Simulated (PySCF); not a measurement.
# TiHF: relaxation and vibrations of the singlet

The task is one start of a wider search on TiHF: the singlet, from a linear start. It is relaxed, tested by its Hessian and followed downhill if it is a saddle.

The runs use PySCF 2.14.0; PBE0, basis Ti def2-TZVP, H def2-TZVP, F def2-TZVP, no relativity, density fitting.

## 1. Starting geometry

3 atoms, charge 0, spin multiplicity 1.

Bond lengths: Ti1–H2 1.680 Å, Ti1–F3 2.000 Å. Angles: H2–Ti1–F3 180.0°.

Z-matrix (Å, degrees; charge 0 multiplicity 1):
```
Ti
H  1 1.6800
F  1 2.0000 2 180.00
```

## 2. First SCF at the start

One driver script runs all steps and calls PySCF; scf.py shows how it sets up the SCF of each step. The optimiser is the driver's own. After this first run the driver tries any further starts and a stability analysis.

Input file scf.py:

```python
from pyscf import gto, scf, dft
mol = gto.M(atom='''
Ti     0.000000     0.000000     0.000000
H      0.000000     0.000000    -1.680000
F      0.000000     0.000000     2.000000''',
    basis={'Ti': 'def2-TZVP', 'H': 'def2-TZVP', 'F': 'def2-TZVP'},
    charge=0, spin=0)
mf = dft.RKS(mol, xc='PBE0')
mf.grids.atom_grid = (50, 194)
aux = {'Ti': 'def2-universal-JKFIT', 'H': 'def2-universal-JKFIT', 'F': 'def2-universal-JKFIT'}
mf = mf.density_fit(auxbasis=aux)
mf.conv_tol = 1e-08
mf.diis_space = 10
mf.max_cycle = 60
mf.init_guess = 'minao'
mf.verbose = 4
mf.kernel()
```

Run with:

```sh
> OMP_NUM_THREADS=2 python axn.py task.json out
```

The runs that follow: Linear start, singlet: relaxation; Vibrations and properties at this point; Downhill along the imaginary mode; Vibrations and properties at this point; The broken-symmetry singlet; Vibrations and properties at this point.

Q: Predict the outcome of this session. Wanted: minimum; geometry; wavenumbers; dipole moment; highest occupied, lowest empty level; polar-tensor charge of Ti1; zero-point energy; atomisation energy; ⟨S²⟩.

As calculated:

| quantity | value |
| --- | --- |
| minimum | broken-symmetry (Ms = 0), Cs |
| geometry | Ti–F 1.780 Å, Ti–H 1.749 Å; F–Ti–H 122.2° |
| wavenumbers (cm⁻¹) | 377, 708, 1624 |
| dipole moment | 3.32 D |
| highest occupied, lowest empty level (either spin) | -5.66, -1.89 eV |
| polar-tensor charge of Ti1 | +1.17 e |
| zero-point energy | 16.2 kJ/mol |
| entropy at 298.15 K | 250.6 J/(mol K) |
| atomisation energy (no zero-point energy) | 815 kJ/mol |
| ⟨S²⟩ | 1.002 |

From C∞v at the start the molecule goes to a Cs minimum, after a stop at a second-order saddle point 103.0 kJ/mol higher, from which it was pushed off along an imaginary mode. The determinant is spin-contaminated (⟨S²⟩ = 1.00 against 0.00), so it is no pure spin state. The strongest infrared band lies at 1624 cm⁻¹ (stretch). The first SCF alone would have been 78 kJ/mol too high. Other starts or spin states, not run here, may lie lower. The SCF density has lower symmetry than the nuclear frame.
